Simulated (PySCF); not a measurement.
# C4H5ClGe: the cost of one run

The runs use PySCF 2.14.0, with density-fitted response routines of our own; the level of theory stands in each step. All values are computed, except where a source is named. Atoms are numbered from 0 throughout.

## 1. The starting structure

11 atoms, charge 0, multiplicity 1; geometry from: GFN2-xTB. The atoms were then displaced at random by about 0.01 Å, so the start is not that level's minimum.

Bonds of the start (Å): Cl0–Ge1 2.10, Ge1–C2 1.97, C2–C3 1.39, C3–C4 1.44, C4–C5 1.33, C5–Ge1 1.97, Ge1–H6 1.52, C2–H7 1.05, C3–H8 1.07, C4–H9 1.08, C5–H10 1.08.

## 2. Relaxing the molecule at PBE0-D3(BJ)/def2-SVP

The job: settings as JSON, then the geometry in Å.

```
{"job": {"xc": "PBE0", "basis": "def2-SVP", "d3": "d3bj", "grid": 1, "shake": 0.01, "kind": "geom"}, "charge": 0, "multiplicity": 1}
Cl    -1.882380    -2.068840    -1.347620
Ge    -1.014010    -0.984740     0.233720
C     -0.979490     0.966110    -0.059030
C      0.352310     1.339790    -0.163750
C      1.346660     0.297780    -0.058960
C      0.955950    -0.950980     0.155060
H     -1.638030    -1.482370     1.523310
H     -1.760810     1.670830    -0.124320
H      0.631150     2.364280    -0.308040
H      2.382920     0.598880    -0.126620
H      1.643830    -1.776580     0.260590
```

The run is started by

```console
$ OMP_NUM_THREADS=1 python probes_run.py task.json out
```

This one command runs all jobs of the session in turn.

Q: Estimate the wall time and peak memory of this first job on 1 thread of Arm Neoverse V2, shared host.

About 96 s, with a peak of 0.56 GiB.
